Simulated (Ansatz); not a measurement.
**TaN2+ (septet): wave-function methods side by side, def2-SVP**

One table from this session's results is given with a row withheld; the runs are named, their logs left out.

The runs use Ansatz 0.2.0, Gaussian basis; def2-SVP, core rule «outside noble gas», up to 6 orbitals frozen.

To be run: UHF; CCSD(T) on ROHF; CCSD(T) on UHF; CISD as a restricted active space (open shells left free, so some higher excitations enter); CCSDT(Q) on ROHF; CCSDT(Q) on UHF.

8 further runs of the same task are left out: 8 for a known fault of the program. Runs told in other sessions of the task aren't counted.

### The geometry

The geometry is a PBE0/def2-TZVP stationary point (not a proven minimum). No spin-orbit coupling is included. Elements past krypton take def2 core potentials.

3 atoms, charge 1, spin multiplicity 7.

Atoms are counted from 1 here; the program's logs count them from 0.

Bond lengths: Ta1–N2 1.901 Å, N2–N3 1.197 Å. Angles: Ta1–N2–N3 180.0°.

Set-up of the first run:

in.yaml

```yaml
crystal:
  periodic: [false, false, false]
  atoms:
    - {symbol: Ta, position_ang: [0.000000, 0.000000, 1.666200]}
    - {symbol: N, position_ang: [0.000000, 0.000000, -0.234600]}
    - {symbol: N, position_ang: [0.000000, 0.000000, -1.431600]}
basis:
  gaussian: {orbitals: def2-SVP}
total_charge: 1
magnetization: {spin_polarized: true, initial_magnetization: 6}
hamiltonian: {xc: hf}
output: {orbitals: {seedname: orbitals}}
```

Launch:

```
> ansatz run in.yaml --threads 1 --pin off --events-out ev --progress --plain --max-ram 2560MiB --backend cpu
```

Steps of the session up to this table: UHF; CCSD(T) on ROHF; CCSD(T) on UHF; CISD as a restricted active space (open shells left free, so some higher excitations enter); CCSDT(Q) on ROHF; CCSDT(Q) on UHF.

One of the session's tables, all rows but one given; the rest of the session is left out.

```
   method  from RCCSDT(Q) (meV)
     RMP2               +1081.7
     UMP2               +1042.5
    RCCSD                     ?
    UCCSD                +417.6
 RCCSD(T)                 +67.1
 UCCSD(T)                  -1.1
   RCCSDT                 +40.0
   UCCSDT                 -44.8
RCCSDT(Q)                     0
UCCSDT(Q)                 -97.5
```

**Question.** Estimate the row for RCCSD.

As computed: from RCCSDT(Q) (meV): +515.2. In the column «from RCCSDT(Q) (meV)» it lies between UCCSD (+417.6) and UMP2 (+1042.5).

Not comparable, so not listed: CISD as a restricted active space (open shells left free, so some higher excitations enter) (they don't share determinant, frozen orbitals or solution with the rows shown, or repeat one).

To keep in mind: Left out of the table: ROHF, UHF (another determinant or state than the rows shown). Warnings: coupled cluster took another determinant than the lowest; large T1 diagnostic. Restricted and unrestricted rows rest on different reference determinants; a gap between their highest levels can come from leftover correlation error, from unlike frozen cores or from another state.
